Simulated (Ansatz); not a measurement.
The system is Ta3AsAu2O13.

```xyz
19
Lattice="5.4520 0.0000 0.0000 -2.7260 4.7216 0.0000 0.0000 0.0000 9.5790" Properties=species:S:1:pos:R:3 pbc="T T T"
Ta    0.0000    0.0000    1.8591
Ta    0.0000    0.0000    7.7199
Ta    2.7260    1.5739    0.0000
As    0.0000    0.0000    4.7895
Au    0.0000    3.1478    2.6273
Au    0.0000    3.1478    6.9517
O     0.0000    0.0000    0.0000
O    -1.3422    4.5861    3.4870
O    -0.5745    1.2662    3.4870
O     1.9167    3.5909    3.4870
O    -1.3422    4.5861    6.0921
O    -0.5745    1.2662    6.0921
O     1.9167    3.5909    6.0921
O     1.1852    1.5782    8.2230
O     3.4927    0.2373    8.2230
O     3.5002    2.9061    8.2230
O     1.1852    1.5782    1.3560
O     3.4927    0.2373    1.3560
O     3.5002    2.9061    1.3560
```

The cell was built by a generator and needn't be a form met in nature.

Base run:

```yaml
Program: Ansatz 0.2.0
Functional: PBE
Potentials_or_basis: all-electron LAPW, scalar-relativistic
Cutoff: 483 eV
Density_cutoff: 1932 eV
Basis_error_allowed: 0.003 eV/atom
k_mesh: 4 × 4 × 2
Occupations: fermi-dirac, width 0.05 eV
Spin: no spin polarisation
```

Its results: pressure -0.1 GPa; largest force 0.206 eV/Å.

Task: After a change of settings the same cell gave: pressure 3.8 GPa; largest force 0.284 eV/Å. Which change was it?
A. k mesh from 4 × 4 × 2 to 3 × 3 × 2
B. basis error allowed from 0.003 eV/atom to 0.002 eV/atom; k mesh from 4 × 4 × 2 to 6 × 6 × 3
C. hubbard terms from none to Au d U = 3 eV, Ta d U = 3 eV
D. functional from PBE to RPBE

Result: D.

RPBE binds less tightly than PBE, so the same cell stands under more pressure.

Caveats: the k mesh is thin for a metal, which can move the energy by tens of meV per atom.

Not every run made on this cell is shown here.
